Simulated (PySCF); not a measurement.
# The bond of TbI, level by level

An exercise on one series of results from a longer session: the logs are not shown, and one member is left open.

Method: Tb x2c-SVPall, I x2c-SVPall, spin-free X2C with a Gaussian nucleus; program: PySCF 2.14.0.

1 further run of the same task is left out (it didn't finish).

Set-up of the first run:

Settings of the job:

```
atoms                         : Tb, I
charge                        : 0
basis                         : Tb x2c-SVPall, I x2c-SVPall
Hamiltonian                   : spin-free X2C with a Gaussian nucleus
basis functions               : 121
electrons treated             : 118
masses in u                   : 158.9253, 126.9045
levels                        : PBE0, PBE, r²SCAN, M06-2X, r²SCANh
grid                          : 80 radial by 434 angular points
occupations                   : held fixed by the projection of orbital angular momentum
dissociation limit            : Tb + I, each in its ground configuration
starting distance in angstrom : 2.825
values of 2S to try           : 4, 6, 8
```

Command:

```console
> OMP_NUM_THREADS=4 python dia.py task.json out
```

Among the steps run: The job; PBE0 along the bond; Other states along the same grid; PBE (GGA); r²SCAN; M06-2X (hybrid meta-GGA); r²SCANh (hybrid meta-GGA).

One table of the session follows, with a row left open; its other results are not shown here.

```
  level  Re (Å)  ωe (cm⁻¹)  De (eV)  μ (D)
    PBE   2.841      166.2     3.67  -3.55
 r²SCAN   2.841      169.4     3.96  -3.70
r²SCANh   2.834      170.2     3.90  -3.69
   PBE0   2.815      171.6     3.66  -3.42
 M06-2X       ?          ?        ?      ?
```

Estimate the missing values for M06-2X.

The run gave: Re (Å): 2.809; ωe (cm⁻¹): 183.2; De (eV): 4.01; μ (D): -2.85. In the column «Re (Å)» it is the lowest.

De is counted to Tb + I in their ground configurations.

Caveats from the session: The state is the lowest single determinant that the PBE0 search found; with open d or f shells the true ground state can be another one. At some levels the lowest empty orbital lies below the highest filled one (the two can be of opposite spin).
